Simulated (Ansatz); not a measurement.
Write a Python script for the Python package of Ansatz (0.2.0) that makes a ladder of methods at one geometry of BH5O2Si, SMILES OB(O)[SiH3]. Settings (for the species named): LDA, cc-pVDZ basis, multiplicity 1. The script varies functional: lda, pbe0, revpbe, pbe, r2scan0, hf.

Input file `bh5o2si.xyz`:
```text
9

O     0.18610    0.92490   -1.60230
B     0.35840    0.49620   -0.25110
O     1.35630    1.12520    0.56490
Si   -0.63050   -0.94720    0.45750
H    -0.54280    1.67480   -1.54190
H     2.21030    0.61700    0.39480
H    -1.63310   -1.40770   -0.55740
H     0.21780   -2.05460    0.82890
H    -1.43390   -0.47500    1.68950
```

`run_methods.py`
```python
"""One geometry of BH5O2Si, method by method."""

from pathlib import Path

import ansatz as az
import numpy as np


def main() -> None:
    mol = az.Crystal.molecule_from_extxyz("bh5o2si.xyz")

    calculation = mol.calculation().basis(gaussian="cc-pVDZ").scf(lower_state_search="off")

    print("functional    E (Ha)        dipole (D)   HOMO (eV)  LUMO (eV)")
    for name in ["lda", "pbe0", "revpbe", "pbe", "r2scan0", "hf"]:
        summary = calculation.functional(name).forces().orbitals().run(runs_dir="runs").report
        lines = Path(summary["orbitals_path"]).read_text().splitlines()
        field_of = lambda key: [line.split("=")[1].strip() for line in lines if line.startswith(key)]
        orbitals = [(27.211386 * float(e), s, float(n)) for e, s, n in zip(field_of("Ene="), field_of("Spin="), field_of("Occup="))]
        homo = max(e for e, _, n in orbitals if n > 0.5)
        lumo = min(e for e, _, n in orbitals if n < 0.5)
        dipole = 4.803205 * np.linalg.norm(summary["charge_distribution"]["dipole_moment_e_ang"])
        print(f"{name:10s} {summary['free_energy_ev'] / 27.211386246:14.6f} {dipole:9.3f} {homo:11.3f} {lumo:10.3f}")


if __name__ == "__main__":
    main()
```

```console
$ python run_methods.py
functional    E (Ha)        dipole (D)   HOMO (eV)  LUMO (eV)
lda           -465.276102     0.531      -6.261     -2.412
pbe0          -467.515524     0.434      -7.639     -1.296
revpbe        -467.717713     0.579      -6.101     -2.158
pbe           -467.477355     0.565      -6.147     -2.237
r2scan0       -467.689354     0.397      -7.862     -1.128
hf            -466.294901     0.232     -11.219      2.412
```

What to keep in mind:
- These settings explore the input space; basis and method may be short of convergence.
- The geometry is a force-field or estimated start, not a minimum of this method, and the basis set is short of its limit. A lower total doesn't mark the better method: functionals have no common bound, and MP2 and coupled cluster aren't variational.
- Levels such as HOMO and LUMO are orbital energies: with these approximate functionals they aren't the ionisation energy and electron affinity, and their gap isn't the fundamental gap.
- For Al to Cl the sets with a tight d function, cc-pV(X+d)Z, are usual.
- Run time: 10 s on 1 thread of Arm Neoverse V2 (shared host), peak memory 0.21 GiB.
